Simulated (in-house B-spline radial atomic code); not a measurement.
# Ti²⁺: binding energies from hole states

Wanted: ΔSCF binding energies of Ti²⁺.

Program: in-house B-spline radial atomic code version 1. Level of theory: Dirac-Hartree-Fock, average of configuration, Fermi nucleus, basis-set limit. These are calculated values, not measurements, unless marked.

### Step 1. The system

* element: titanium (Z = 22)
* charge: +2
* electrons: 20
* configuration: [Ar] 3d2
* Hamiltonian: Dirac-Coulomb
* nucleus: Fermi, rms radius 3.592 fm

The outer shells:

[Ar] 3d2
```
[Ar] core
3d [↑ ][↑ ][  ][  ][  ]
```

The boxes draw the filling by Hund's rule, which heavy ions in jj coupling don't follow; these runs average over all states of the configuration.

Settings of the run:

```ini
Z = 22
electrons = 20.0
configuration = [Ar] 3d2
hamiltonian = dirac
method = hf
spin_polarised = False
nucleus = fermi
rms_radius = 3.5921
mass_number = 48
atomic_mass = 47.947940677
speed_of_light = 137.035999084
```

The reference is known from an earlier run: -852.137847 hartree in all. Up to eight levels, counted from the top:

```
orbital  occupation  energy (eV)  <r> (bohr)
  2s1/2           2      -605.37      0.3223
  2p1/2           2      -505.03      0.2868
  2p3/2           4      -499.13      0.2894
  3s1/2           2      -94.915       1.007
  3p1/2           2      -65.380       1.082
  3p3/2           4      -64.672       1.089
  3d3/2         0.8      -26.733       1.407
  3d5/2         1.2      -26.692       1.411
```

### Step 2. The 1s hole

Settings of the run:

```ini
Z = 22
electrons = 19.0
configuration = 1s1 2s2 2p6 3s2 3p6 3d2
hamiltonian = dirac
method = hf
spin_polarised = False
nucleus = fermi
rms_radius = 3.5921
mass_number = 48
atomic_mass = 47.947940677
speed_of_light = 137.035999084
```

### Step 3. The 2s hole

Changes to the settings of step 2:

```diff
@@ -2,3 +2,3 @@
 electrons = 19.0
-configuration = 1s1 2s2 2p6 3s2 3p6 3d2
+configuration = 1s2 2s1 2p6 3s2 3p6 3d2
 hamiltonian = dirac
```

### Step 4. The 2p1/2 hole

In configurations, a minus sign after the shell means j = l − 1/2 and a plus sign j = l + 1/2; the count of electrons follows.

Changes to the settings of step 3:

```diff
@@ -2,3 +2,3 @@
 electrons = 19.0
-configuration = 1s2 2s1 2p6 3s2 3p6 3d2
+configuration = 1s2 2s2 2p-1 2p+4 3s2 3p6 3d2
 hamiltonian = dirac
```

### Step 5. The 2p3/2 hole

Changes to the settings of step 4:

```diff
@@ -2,3 +2,3 @@
 electrons = 19.0
-configuration = 1s2 2s2 2p-1 2p+4 3s2 3p6 3d2
+configuration = 1s2 2s2 2p-2 2p+3 3s2 3p6 3d2
 hamiltonian = dirac
```

### Step 6. The 3s hole

Changes to the settings of step 5:

```diff
@@ -2,3 +2,3 @@
 electrons = 19.0
-configuration = 1s2 2s2 2p-2 2p+3 3s2 3p6 3d2
+configuration = 1s2 2s2 2p6 3s1 3p6 3d2
 hamiltonian = dirac
```

### Step 7. The 3p1/2 hole

Changes to the settings of step 6:

```diff
@@ -2,3 +2,3 @@
 electrons = 19.0
-configuration = 1s2 2s2 2p6 3s1 3p6 3d2
+configuration = 1s2 2s2 2p6 3s2 3p-1 3p+4 3d2
 hamiltonian = dirac
```

### Step 8. The 3p3/2 hole

Changes to the settings of step 7:

```diff
@@ -2,3 +2,3 @@
 electrons = 19.0
-configuration = 1s2 2s2 2p6 3s2 3p-1 3p+4 3d2
+configuration = 1s2 2s2 2p6 3s2 3p-2 3p+3 3d2
 hamiltonian = dirac
```

### Step 9. The 3d hole

Changes to the settings of step 8:

```diff
@@ -2,3 +2,3 @@
 electrons = 19.0
-configuration = 1s2 2s2 2p6 3s2 3p-2 3p+3 3d2
+configuration = 1s2 2s2 2p6 3s2 3p6 3d1
 hamiltonian = dirac
```

Q: What does each hole state cost in eV, and how does that compare with the orbital energies or single holes?

**Answer**, as computed:

| hole | ΔSCF (eV) | with Breit, QED, recoil (eV) | −ε of the parent (eV) | −ε less ΔSCF (eV) |
| --- | --- | --- | --- | --- |
| 1s | 5001.07 | 4994.49 | 5036.10 | 35.03 |
| 2s | 592.44 | 591.98 | 605.37 | 12.93 |
| 2p1/2 | 490.77 | 490.34 | 505.03 | 14.27 |
| 2p3/2 | 485.00 | 484.74 | 499.13 | 14.13 |
| 3s | 92.380 | 92.329 | 94.915 | 2.54 |
| 3p1/2 | 63.089 | 63.052 | 65.380 | 2.29 |
| 3p3/2 | 62.421 | 62.405 | 64.672 | 2.25 |
| 3d | 25.506 | 25.517 | - | - |

**Reading.** Every ΔSCF value lies below −ε, since the other electrons relax into the hole: by 35.0 eV for 1s and 2.25 eV for 3p3/2. The difference of the 1s and 2p3/2 holes gives a Kα1 line at 4509.7 eV for this charge state (with Breit, QED and recoil). The spin-orbit splitting of the 2p hole is 5.61 eV with those corrections. A dash stands where an open shell is averaged over j, so that no single parent level belongs to the hole. Values are for the free ion, measured from the vacuum level.
